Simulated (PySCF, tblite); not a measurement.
# C4H9BCl−: geometry, infrared bands and NMR shifts

What infrared bands and NMR shifts should C4H9BCl− (`Cl[BH2-]C1CCC1`) show?

Computed with tblite 0.8.0 and PySCF 2.14.0, with density-fitted response routines of our own, on a single molecule in the gas phase. Atoms are numbered from 0 throughout.

### Step 1. The molecule as given

15 atoms, charge -1, multiplicity 1; geometry from: force field or distance geometry start.

Bonds of the start (Å): Cl0–B1 1.85, B1–C2 1.56, C2–C3 1.54, C3–C4 1.53, C4–C5 1.52, C5–C2 1.53, B1–H6 1.20, B1–H7 1.20, C2–H8 1.11, C3–H9 1.12, C3–H10 1.09, C4–H11 1.09, C4–H12 1.11, C5–H13 1.12, C5–H14 1.10.

### Step 2. Optimising the geometry with GFN2-xTB

Job settings and geometry (Å):

```
{"job": {"kind": "relax", "xc": "GFN2-xTB", "basis": "xTB"}, "charge": -1, "multiplicity": 1}
Cl     2.617800    -1.392500    -1.315400
B      1.790000    -0.354100    -0.024300
C      0.270800    -0.293600    -0.380500
C     -0.360500     1.108600    -0.330600
C     -1.638100     0.371600     0.088700
C     -0.716000    -0.648600     0.732000
H      2.269900     0.739600    -0.131800
H      2.025400    -0.722500     1.088800
H      0.017200    -0.878200    -1.284100
H      0.009600     1.731000     0.519700
H     -0.403400     1.596200    -1.302000
H     -2.303600     0.915100     0.760400
H     -2.099900    -0.100900    -0.797100
H     -1.106300    -1.687100     0.606900
H     -0.377300    -0.376700     1.747400
```

Command:

```bash
$ OMP_NUM_THREADS=1 python probes_run.py task.json out
```

This one command runs all jobs of the session in turn.

**Question.** This job is followed by: GFN2-xTB harmonic vibrations, gas phase; GIAO PBE0/pcSseg-1 NMR shielding, non-relativistic, gas phase. Predict these results of the whole session: strongest single infrared mode (GFN2-xTB); zero-point energy (GFN2-xTB); 13C shifts against TMS (PBE0/pcSseg-1, means over atoms taken as alike); 1H shifts against TMS (PBE0/pcSseg-1, means over atoms taken as alike); 35Cl shifts against HCl (PBE0/pcSseg-1); 11B shifts against BF3·OEt2 (PBE0/pcSseg-1).

As calculated:

| quantity | value |
| --- | --- |
| strongest single infrared mode (GFN2-xTB) | 2278 cm⁻¹, 332 km/mol |
| zero-point energy (GFN2-xTB) | 76.2 kcal/mol |
| 13C shifts against TMS (PBE0/pcSseg-1, means over atoms taken as alike) | 36.6, 29.2, 22.2 ppm |
| 1H shifts against TMS (PBE0/pcSseg-1, means over atoms taken as alike) | 2.55, 1.81, 1.75, 1.74, 1.66, 1.62 ppm |
| 35Cl shifts against HCl (PBE0/pcSseg-1) | -115 ppm |
| 11B shifts against BF3·OEt2 (PBE0/pcSseg-1) | -13.5 ppm |

**Reading.** Over 97 steps the energy fell by 0.665 eV; of the close pairs, B1–C2 changed most, 1.562 to 1.631 Å. All 39 modes are real, so the xTB geometry is a minimum. The strongest single mode, at 2278 cm⁻¹, moves mainly H6 and H7. GFN2-xTB is a fitted tight-binding method: band positions and strengths are rough. Its intensities can rank the bands wrongly. At PBE0/pcSseg-1: Shielding is most anisotropic at Cl0 (span 130 ppm, paramagnetic term -83 ppm).
